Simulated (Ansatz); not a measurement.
# ZnHS radical (SMILES [S][ZnH]): one structure at several levels

The atoms stand at a structure displaced at random from a GFN2-xTB minimum. How far do the functionals agree with CCSD(T) there?

The runs use Ansatz 0.2.0, Gaussian basis; single points in def2-TZVPP.

Cores are frozen in the correlated methods. The 3s and 3p shells of Cu and Zn are frozen; filled d shells are correlated. Orbitals are unrestricted.

## Step 1: The starting structure

SMILES `[S][ZnH]`, 3 atoms, charge 0, spin multiplicity 2.

Atoms are counted from 1 here; the program's logs count them from 0.

Bond lengths: S1–Zn2 2.308 Å, Zn2–H3 1.680 Å. Angles: S1–Zn2–H3 176.2°.

Coordinates:

```tsv
atom	x (Å)	y (Å)	z (Å)
S1	-1.8130	0.4642	-0.8405
Zn2	0.2398	-0.0481	0.0825
H3	1.7540	-0.3107	0.7619
```

## Step 2: CCSD(T)/def2-TZVPP

The input, run/in.yaml:

```yaml
crystal:
  periodic: [false, false, false]
  atoms:
    - {symbol: S, position_ang: [-1.813000, 0.464200, -0.840500]}
    - {symbol: Zn, position_ang: [0.239800, -0.048100, 0.082500]}
    - {symbol: H, position_ang: [1.754000, -0.310700, 0.761900]}
basis:
  gaussian: {orbitals: def2-TZVPP}
magnetization: {spin_polarized: true, initial_magnetization: 1}
correlation: {method: ccsd_t, frozen_orbitals: {H: 0, S: 5, Zn: 9}}
scf: {omitted_lower_state_checks: [cluster_reference]}
output: {forces: true}
```

No record of the launch command was kept for these runs.

## Step 3: PBE0-D4/def2-TZVPP

Changes to run/in.yaml since step 2:

```diff
@@ -9,4 +9,3 @@
 magnetization: {spin_polarized: true, initial_magnetization: 1}
-correlation: {method: ccsd_t, frozen_orbitals: {H: 0, S: 5, Zn: 9}}
-scf: {omitted_lower_state_checks: [cluster_reference]}
-output: {forces: true}
+hamiltonian: {xc: pbe0, dispersion: d4}
+output: {forces: true, orbitals: {seedname: orbitals}}
```

## Step 4: wB97M-V/def2-TZVPP

Changes to run/in.yaml since step 3:

```diff
@@ -9,3 +9,3 @@
 magnetization: {spin_polarized: true, initial_magnetization: 1}
-hamiltonian: {xc: pbe0, dispersion: d4}
-output: {forces: true, orbitals: {seedname: orbitals}}
+hamiltonian: {xc: {name: wB97M-V}}
+output: {forces: true}
```

## Step 5: r2SCAN-D4/def2-TZVPP

Changes to run/in.yaml since step 4:

```diff
@@ -9,3 +9,3 @@
 magnetization: {spin_polarized: true, initial_magnetization: 1}
-hamiltonian: {xc: {name: wB97M-V}}
+hamiltonian: {xc: r2scan, dispersion: d4}
 output: {forces: true}
```

## Step 6: PBE-D4/def2-TZVPP

Changes to run/in.yaml since step 5:

```diff
@@ -9,3 +9,3 @@
 magnetization: {spin_polarized: true, initial_magnetization: 1}
-hamiltonian: {xc: r2scan, dispersion: d4}
+hamiltonian: {xc: pbe, dispersion: d4}
 output: {forces: true}
```

## Step 7: BHLYP-D4/def2-TZVPP

Changes to run/in.yaml since step 6:

```diff
@@ -9,3 +9,3 @@
 magnetization: {spin_polarized: true, initial_magnetization: 1}
-hamiltonian: {xc: pbe, dispersion: d4}
+hamiltonian: {xc: {name: BHLYP}, dispersion: d4}
 output: {forces: true}
```

## Step 8: wB97X-V/def2-TZVPP

Changes to run/in.yaml since step 7:

```diff
@@ -9,3 +9,3 @@
 magnetization: {spin_polarized: true, initial_magnetization: 1}
-hamiltonian: {xc: {name: BHLYP}, dispersion: d4}
+hamiltonian: {xc: {name: wB97X-V}}
 output: {forces: true}
```

(Steps that only read results are left out.)

What does the calculation give? Wanted: energy less free atoms, CCSD(T)/def2-TZVPP; RMS force component; RMS force error; HOMO and LUMO, PBE0-D4; T1 diagnostic.

**Answer**, as computed:

| quantity | value |
| --- | --- |
| energy less free atoms, CCSD(T)/def2-TZVPP | -94.5 kcal/mol |
| RMS force component | 0.640 to 0.737 eV/Å over the methods |
| RMS force error | PBE0-D4 0.062, wB97M-V 0.065, r2SCAN-D4 0.083, PBE-D4 0.060, BHLYP-D4 0.018, wB97X-V 0.094 eV/Å |
| HOMO and LUMO, PBE0-D4 | -7.06 and -4.27 eV |
| T1 diagnostic | 0.017 |

In words: Against CCSD(T) the functionals' energies less atoms differ by -10.1 to -1.6 kcal/mol, PBE-D4 by -5.9 kcal/mol. CCSD(T) in triple zeta still lacks some correlation energy of the bonds, so part of these gaps is its own basis error and they don't rank the functionals. On forces the order runs from BHLYP-D4 to wB97X-V. Frozen-core CCSD(T) forces in triple zeta carry basis errors of their own, and this is one geometry, so small gaps rank nothing.
